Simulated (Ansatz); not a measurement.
What does this script print? It uses Ansatz's Python interface.

The script reads `ysc.vasp`:
```text
YSc
1.0
   3.52016583    0.00000000    0.00000000
  -1.76008291    3.04855303    0.00000000
   0.00000000    0.00000000    5.40411622
Y Sc
1 1
Direct
   0.00000000    0.00000000    0.00000000
   0.33333333    0.66666667    0.50000000
```

The script, `ysc_fermi.py`:
```python
'''Area of the Fermi surface of YSc.'''

import ansatz as az
from ase.io import read

atoms = read('ysc.vasp', format='vasp')
cell = az.Crystal.from_ase(atoms)

model = (
    cell.calculation()
    .scf(extra_bands=2)
    .pseudopotentials('nc')
    .functional(az.Functional.PBESOL, dispersion='d4')
    .occupations('gaussian', width=0.2)
    .kpoints(4, 4, 3, center='gamma')
    .eigenstates(nscf_kmesh=(10, 10, 6), level_slopes=True)
)
surface = model.run(threads=1).fermi_surface().to_plain()
for way, reading in surface.items():
    if reading:
        rho_lambda = [f'{v:.3e}' for v in reading['resistivity_times_mean_free_path_ohm_m2']]
        print(f'{way:24s} area {reading["spin_summed_area_per_ang2"]:8.3f} 1/A^2  rho*lambda (ohm m^2) {rho_lambda}')
```

Output of `python ysc_fermi.py`:
```text
DeckWarning: basis.ecutwfc = 1061.244064 eV, auto-derived from the records' recommended cutoffs: set by Sc (normal level)
by_tetrahedra            area   30.027 1/A^2  rho*lambda (ohm m^2) ['1.567e-15', '1.567e-15', '5.987e-16']
by_slopes                area   24.006 1/A^2  rho*lambda (ohm m^2) ['1.706e-15', '1.706e-15', '8.449e-16']
on_every_second_point    area   25.795 1/A^2  rho*lambda (ohm m^2) ['1.410e-15', '1.410e-15', '8.988e-16']
```
(Warnings from the package without file and line.)

Caveats:
- The settings weren't tested for convergence.
- Dispersion corrections can be off by several per cent in the lattices of metals, and by several GPa in the pressure at a fixed cell.
- The mesh is modest for a metal, so energies can be off by several to tens of meV an atom and pressures by half a GPa or more; differences at equal mesh fare better.
- The structure comes from a database of computed cells and needn't be a stable or known phase.
- The three readings differ by the mesh error.
- Timing: 11 s on 1 thread of Arm Neoverse V2 (shared host), peak memory 0.45 GiB.

(Lines on the test bed's own set-up are left out of the output.)
